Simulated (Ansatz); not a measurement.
Task: a rigid scan of one bond length of CH₄GeN₂, SMILES [NH2][GeH]1[CH]=[N]1, with the Python package of Ansatz (0.2.0). Give the script and its output. Level of theory (for the species named): PBE0, def2-SVP basis, multiplicity 1.

```csv
atom,x (Å),y (Å),z (Å)
N,-1.0281,0.9509,-0.3659
Ge,0.4693,-0.0379,-0.2724
C,0.1799,-1.6109,0.4873
N,0.7337,-0.6120,1.3731
H,-1.0705,1.4391,-1.3375
H,-0.9751,1.7798,0.3214
H,1.8421,0.6588,-0.6170
H,-0.0591,-2.6250,0.3551
```

`run_scan.py`
```python
'''Potential curve of CH4GeN2 along one bond.'''

import ansatz as az
from ase import Atoms
import numpy as np

atoms = Atoms(['N', 'Ge', 'C', 'N', 'H', 'H', 'H', 'H'], positions=[
    (-1.0281, 0.9509, -0.3659),
    (0.4693, -0.0379, -0.2724),
    (0.1799, -1.6109, 0.4873),
    (0.7337, -0.612, 1.3731),
    (-1.0705, 1.4391, -1.3375),
    (-0.9751, 1.7798, 0.3214),
    (1.8421, 0.6588, -0.617),
    (-0.0591, -2.625, 0.3551),
])
molecule = az.Crystal.molecule_from_ase(atoms)

symbols = [site.symbol for site in molecule.cartesian_sites]
start = np.array([site.position_ang for site in molecule.cartesian_sites])
axis = (start[6] - start[1]) / np.linalg.norm(start[6] - start[1])
moving = [6]
lengths, energies = [1.388, 1.451, 1.514, 1.578, 1.641, 1.704, 1.767, 1.862], []
for length in lengths:
    xyz = start.copy()
    xyz[moving] += (length - np.linalg.norm(start[6] - start[1])) * axis
    point = az.Crystal.molecule()
    for symbol, place in zip(symbols, xyz):
        point = point.atom(symbol, place.tolist())
    calculation = (
        point.calculation()
        .basis(gaussian='def2-SVP')  # the orbital basis, by name
        .functional('PBE0')
        .accuracy('medium')
    )
    report = calculation.run(threads=1, backend='cpu').report
    energies.append(report['free_energy_ev'])
    print(f'r = {length:6.3f} A  E = {energies[-1]:.5f} eV  <S^2> = {abs(report["mean_field"]["state"]["spin_squared"]):.3f}')

# quartic fit about the minimum
fit = np.polynomial.Polynomial.fit(lengths, np.array(energies) - min(energies), 4).convert()
roots = [r.real for r in fit.deriv().roots() if abs(r.imag) < 1e-9 and fit.deriv(2)(r.real) > 0]
r_e = min(roots, key=lambda r: abs(r - lengths[int(np.argmin(energies))]))
print(f'minimum of the fit at {r_e:.4f} A, force constant {fit.deriv(2)(r_e):.2f} eV/A^2')
```

```console
$ python run_scan.py
r =  1.388 A  E = -60574.19929 eV  <S^2> = 0.000
r =  1.451 A  E = -60574.36434 eV  <S^2> = 0.000
r =  1.514 A  E = -60574.43223 eV  <S^2> = 0.000
r =  1.578 A  E = -60574.42555 eV  <S^2> = 0.000
r =  1.641 A  E = -60574.36293 eV  <S^2> = 0.000
r =  1.704 A  E = -60574.25896 eV  <S^2> = 0.000
r =  1.767 A  E = -60574.12474 eV  <S^2> = 0.000
r =  1.862 A  E = -60573.88375 eV  <S^2> = 0.000
minimum of the fit at 1.5389 A, force constant 16.76 eV/A^2
```

Reading the output:
- The settings weren't tested for convergence.
- The rest of the molecule is held rigid at a force-field or estimated start geometry, and the basis set is modest; single-reference methods fail as a bond breaks.
- The orbitals are restricted, so S² is zero by construction.
- Timing: 25 s on 1 thread of Arm Neoverse V1, on a shared host, peak memory 0.26 GiB.

(Lines on the test bed's own set-up are left out of the output.)
